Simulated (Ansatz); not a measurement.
# CH7NOSi2: a ladder of functionals and wavefunction methods

The task here is to estimate one member of a computed series from the others.

The runs use Ansatz 0.2.0, Gaussian basis; functionals in def2-TZVPP, the program's frozen cores in correlated methods.

The runs, in order: LDA (SPW92), PBE-D4, revPBE-D4, BLYP-D4, r2SCAN-D4, B97M-V, PBE0-D4, B3LYP-D4, r2SCANh-D4, r2SCAN0-D4, HSE06-D4, BHLYP-D4, CAM-B3LYP-D4, LC-ωPBE, ωB97X-V, ωB97M-V, B2PLYP, PBE-QIDH; CCSD(T)/def2-SVP; CCSD(T)/def2-TZVPP; MP2/def2-QZVPP; extrapolation to the limit; RPA on PBE.

## Structure used throughout

The geometry comes from an earlier relaxation with PBE0-D4 in a triple-zeta def2 set; it is a stationary point, not always the lowest conformer.

SMILES `C=N[SiH2]O[SiH3]`, 12 atoms, charge 0, spin multiplicity 1.

Atoms are counted from 1 here; the program's logs count them from 0.

Bond lengths: C1–N2 1.257 Å, C1–H6 1.096 Å, C1–H7 1.101 Å, N2–Si3 1.727 Å, Si3–O4 1.637 Å, Si3–H8 1.480 Å, Si3–H9 1.483 Å, O4–Si5 1.634 Å, Si5–H10 1.486 Å, Si5–H11 1.484 Å, Si5–H12 1.487 Å. Angles: N2–C1–H6 120.3°, N2–C1–H7 124.1°, H6–C1–H7 115.6°, C1–N2–Si3 126.9°, N2–Si3–O4 113.5°, N2–Si3–H8 107.0°, N2–Si3–H9 107.0°, O4–Si3–H8 108.4°, O4–Si3–H9 109.5°, H8–Si3–H9 111.4°, Si3–O4–Si5 147.6°, O4–Si5–H10 109.0°, O4–Si5–H11 109.4°, O4–Si5–H12 110.3°, H10–Si5–H11 109.3°, H10–Si5–H12 109.3°, H11–Si5–H12 109.4°.

Set-up of the first run:

Input file in.yaml:

```yaml
crystal:
  periodic: [false, false, false]
  atoms:
    - {symbol: C, position_ang: [-1.686658, 1.581339, 0.455429]}
    - {symbol: N, position_ang: [-1.445577, 1.272247, -0.738532]}
    - {symbol: Si, position_ang: [-0.427291, -0.008010, -1.292505]}
    - {symbol: O, position_ang: [0.255213, -0.869910, -0.079984]}
    - {symbol: Si, position_ang: [1.603765, -1.219316, 0.773754]}
    - {symbol: H, position_ang: [-2.354419, 2.419580, 0.686599]}
    - {symbol: H, position_ang: [-1.264538, 1.056184, 1.325664]}
    - {symbol: H, position_ang: [-1.273784, -0.918568, -2.094645]}
    - {symbol: H, position_ang: [0.636319, 0.612302, -2.119523]}
    - {symbol: H, position_ang: [1.398477, -0.818191, 2.189266]}
    - {symbol: H, position_ang: [1.864154, -2.678848, 0.709202]}
    - {symbol: H, position_ang: [2.771442, -0.484009, 0.219274]}
basis:
  gaussian: {orbitals: def2-TZVPP}
hamiltonian: {xc: lda}
output: {orbitals: {seedname: orbitals}}
```

Started as:

```sh
ansatz run in.yaml --threads 4 --pin off --events-out ev --progress --plain --max-ram 10444MiB
```

Steps of the session up to this table: LDA; PBE-D4 (GGA); revPBE-D4 (GGA); BLYP-D4 (GGA); r2SCAN-D4 (meta-GGA); B97M-V (meta-GGA); PBE0-D4 (hybrid); B3LYP-D4 (hybrid); r2SCANh-D4 (hybrid); r2SCAN0-D4 (hybrid); HSE06-D4 (hybrid); BHLYP-D4 (hybrid); CAM-B3LYP-D4 (range-separated); LC-ωPBE (range-separated); ωB97X-V (range-separated); ωB97M-V (range-separated); B2PLYP (double hybrid); PBE-QIDH (double hybrid).

One table of the session follows, with a row left open; its other results are not shown here.

It belongs to the step «Frontier levels by functional». 

```
  functional  HOMO (eV)  gap (eV)
 LDA (SPW92)      -6.01      3.62
      PBE-D4      -5.91      3.76
   revPBE-D4      -5.86      3.80
     BLYP-D4      -5.81      3.80
   r2SCAN-D4      -6.18      4.24
      B97M-V      -6.37      4.49
     PBE0-D4      -7.31      6.29
    B3LYP-D4      -7.09      5.82
  r2SCANh-D4      -6.70      5.19
  r2SCAN0-D4      -7.50      6.61
    HSE06-D4      -6.91      5.50
    BHLYP-D4      -8.67      8.87
CAM-B3LYP-D4      -8.73      8.92
     LC-ωPBE     -10.07     11.49
     ωB97X-V          ?         ?
     ωB97M-V      -9.67     10.87
```

Q: Estimate the row for ωB97X-V from the others.

The run gave: HOMO (eV): -9.74; gap (eV): 11.08. In the column «HOMO (eV)» it lies between LC-ωPBE (-10.07) and ωB97M-V (-9.67).
